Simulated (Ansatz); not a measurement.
# CoO: the cost of one run

Method: DFT PBE, scalar-relativistic, plane waves, PAW, in Ansatz 0.2.0.

## Step 1: The starting structure

The structure is tetragonal, space group I4/mmm (No. 139). The conventional cell has a = 3.016 Å, b = 3.016 Å, c = 4.214 Å, α = 90.00°, β = 90.00°, γ = 90.00°. Co (site symmetry 4/mmm) has 6 O at 2.11 to 2.13 Å as nearest neighbours. Around O (site symmetry 4/mmm) lie 6 Co at 2.11 to 2.13 Å.

Coordinates:

```
Co O
1.0
    -1.50800    1.50800    2.10725
     1.50800   -1.50800    2.10725
     1.50800    1.50800   -2.10725
Co O
1 1
Direct
  0.00000 0.00000 0.00000
  0.50000 0.50000 0.00000
```

The structure comes from the Crystallography Open Database.

## Step 2: Self-consistent density

input.yaml reads:

```yaml
crystal:
  lattice:
    - [-1.508, 1.508, 2.1072475377]
    - [1.508, -1.508, 2.1072475377]
    - [1.508, 1.508, -2.1072475377]
  atoms:
    - { symbol: Co, position: [0.0, 0.0, 0.0], spin: 3.0 }
    - { symbol: O, position: [0.5, 0.5, 0.0] }
magnetization:
  spin_polarized: true
basis:
  ecutwfc: 420
  fft_grid_basis: typed
kpoints:
  mp_grid: { grid: [14, 14, 14] }
hamiltonian:
  xc: pbe
scf:
  occupations: { method: gaussian, width: 0.05 }
output:
  forces: true
  stress: true
  eigenvalues: true
  bader: true
  write_density: true
  volumetric_format: npy
  populations: true
  elf: true
```

The run is started by

```sh
$ ansatz run input.yaml --threads 2 --pin off --max-ram 4096MiB --backend cpu --events-out ev --progress --plain --runs-dir out
```

**Question.** How long does this run take on 2 threads of Intel Xeon Platinum 8375C at 2.90GHz (Ice Lake), shared host, and how much memory does it need?

About 16 s, with a peak of 0.47 GiB.
